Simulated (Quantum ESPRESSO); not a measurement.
The system is Sn3Te.

```
Te Sn
1.0
     4.86562    0.00000    0.00000
     0.00000    4.86562    0.00000
     0.00000    0.00000    4.86562
Te Sn
1 3
Cartesian
  0.0000 0.0000 0.0000
  0.0000 2.4328 2.4328
  2.4328 0.0000 2.4328
  2.4328 2.4328 0.0000
```

The cell comes from a database or a generator and needn't be the stable form of this composition.

| Property | Result |
| --- | --- |
| Program | Quantum ESPRESSO 7.5 |
| Task | single point |
| Functional | PBEsol |
| Potentials or basis | GBRV 1.5 PBEsol |
| Cutoff | 925 eV |
| Density cutoff | 7401 eV |
| k mesh | 6 × 6 × 6 |
| Occupations | fermi-dirac, width 0.05 eV |
| Spin | no spin polarisation |

On this cell: pressure -2.6 GPa; largest force zero by symmetry; band gap on the k mesh none (metal or under the smearing width).

The same run follows on a disturbed copy (atoms moved at random, drawn with an rms of 0.05 Å):

```
Te Sn
1.0
     4.86562    0.00000    0.00000
     0.00000    4.86562    0.00000
     0.00000    0.00000    4.86562
Te Sn
1 3
Direct
  0.00673 0.98858 0.99664
  0.99890 0.50418 0.49890
  0.50157 0.00640 0.49978
  0.48993 0.50469 0.99880
```

**Question.** What does the disturbed cell give?

**Answer.** The energy (extrapolated to zero smearing) moves by +0.3 meV/atom; pressure -2.5 GPa; largest force 0.091 eV/Å; band gap on the k mesh none (metal or under the smearing width).

Forces in eV/Å, atoms in the order of the input:
```
Te  -0.041  0.034  0.009
Sn  -0.041 -0.049 -0.011
Sn   0.066  0.062 -0.007
Sn   0.016 -0.047  0.009
```
